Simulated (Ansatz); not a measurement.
# C₃H₆OSi: small, medium and large basis sets

The task here is to estimate one member of a computed series from the others.

Program: Ansatz 0.2.0, Gaussian basis. Level of theory: one geometry, several basis sets. These are calculated values, not measurements.

The runs, in order: PBE0-D4/def2-SVP; ωB97M-V/def2-SVP; PBE0-D4/def2-QZVPP; ωB97M-V/def2-QZVPP; the functionals' def2-TZVPP values are taken from earlier runs.

### The geometry

The geometry comes from an earlier relaxation with PBE0-D4 in a triple-zeta def2 set; it is a stationary point, not always the lowest conformer.

SMILES `COC#C[SiH3]`, 11 atoms, charge 0, spin multiplicity 1.

Atoms are counted from 1 here; the program's logs count them from 0.

Bond lengths: C1–O2 1.436 Å, C1–H6 1.091 Å, C1–H7 1.087 Å, C1–H8 1.091 Å, O2–C3 1.285 Å, C3–C4 1.210 Å, C4–Si5 1.806 Å, Si5–H9 1.486 Å, Si5–H10 1.486 Å, Si5–H11 1.486 Å. Angles: O2–C1–H6 109.9°, O2–C1–H7 105.9°, O2–C1–H8 109.9°, H6–C1–H7 110.5°, H6–C1–H8 110.2°, H7–C1–H8 110.5°, C1–O2–C3 115.1°, O2–C3–C4 178.6°, C3–C4–Si5 179.6°, C4–Si5–H9 109.5°, C4–Si5–H10 110.6°, C4–Si5–H11 110.6°, H9–Si5–H10 108.8°, H9–Si5–H11 108.8°, H10–Si5–H11 108.6°.

Coordinates:

```xyz
11
C3H6OSi
C     0.1567   -1.8671    1.6868
O     1.0041   -1.4498    0.6053
C     0.5851   -0.4282   -0.0517
C     0.2149    0.5325   -0.6884
Si   -0.3257    1.9664   -1.6446
H     0.0600   -1.0598    2.4146
H     0.6475   -2.7273    2.1357
H    -0.8255   -2.1460    1.3016
H    -1.6084    2.4745   -1.0932
H     0.6872    3.0510   -1.5763
H    -0.5306    1.5970   -3.0689
```

The first run:

Contents of in.yaml:

```yaml
crystal:
  periodic: [false, false, false]
  atoms:
    - {symbol: C, position_ang: [0.156689, -1.867120, 1.686769]}
    - {symbol: O, position_ang: [1.004064, -1.449842, 0.605314]}
    - {symbol: C, position_ang: [0.585056, -0.428242, -0.051740]}
    - {symbol: C, position_ang: [0.214932, 0.532502, -0.688363]}
    - {symbol: Si, position_ang: [-0.325728, 1.966374, -1.644579]}
    - {symbol: H, position_ang: [0.060039, -1.059804, 2.414627]}
    - {symbol: H, position_ang: [0.647461, -2.727266, 2.135671]}
    - {symbol: H, position_ang: [-0.825531, -2.145984, 1.301580]}
    - {symbol: H, position_ang: [-1.608418, 2.474548, -1.093234]}
    - {symbol: H, position_ang: [0.687207, 3.050968, -1.576271]}
    - {symbol: H, position_ang: [-0.530572, 1.596965, -3.068876]}
basis:
  gaussian: {orbitals: def2-SVP}
hamiltonian: {xc: pbe0, dispersion: d4}
output: {orbitals: {seedname: orbitals}}
```

Among the steps run: PBE0-D4 in def2-SVP; ωB97M-V in def2-SVP; PBE0-D4 in def2-QZVPP; ωB97M-V in def2-QZVPP.

One table of the session follows, with a row left open; its other results are not shown here.

It belongs to the step «Density functionals: the series». 

| functional | basis | HOMO (eV) | LUMO (eV) |
| --- | --- | --- | --- |
| PBE0-D4 | def2-SVP | -7.04 | 0.54 |
| PBE0-D4 | def2-TZVPP | -7.11 | 0.35 |
| PBE0-D4 | def2-QZVPP | -7.13 | 0.24 |
| ωB97M-V | def2-SVP | ? | ? |
| ωB97M-V | def2-TZVPP | -9.32 | 2.25 |
| ωB97M-V | def2-QZVPP | -9.34 | 1.50 |

**Question.** Estimate the row for ωB97M-V, def2-SVP.

As computed: HOMO (eV): -9.22; LUMO (eV): 2.60. In the column «HOMO (eV)» it lies between ωB97M-V, def2-TZVPP (-9.32) and PBE0-D4, def2-QZVPP (-7.13).
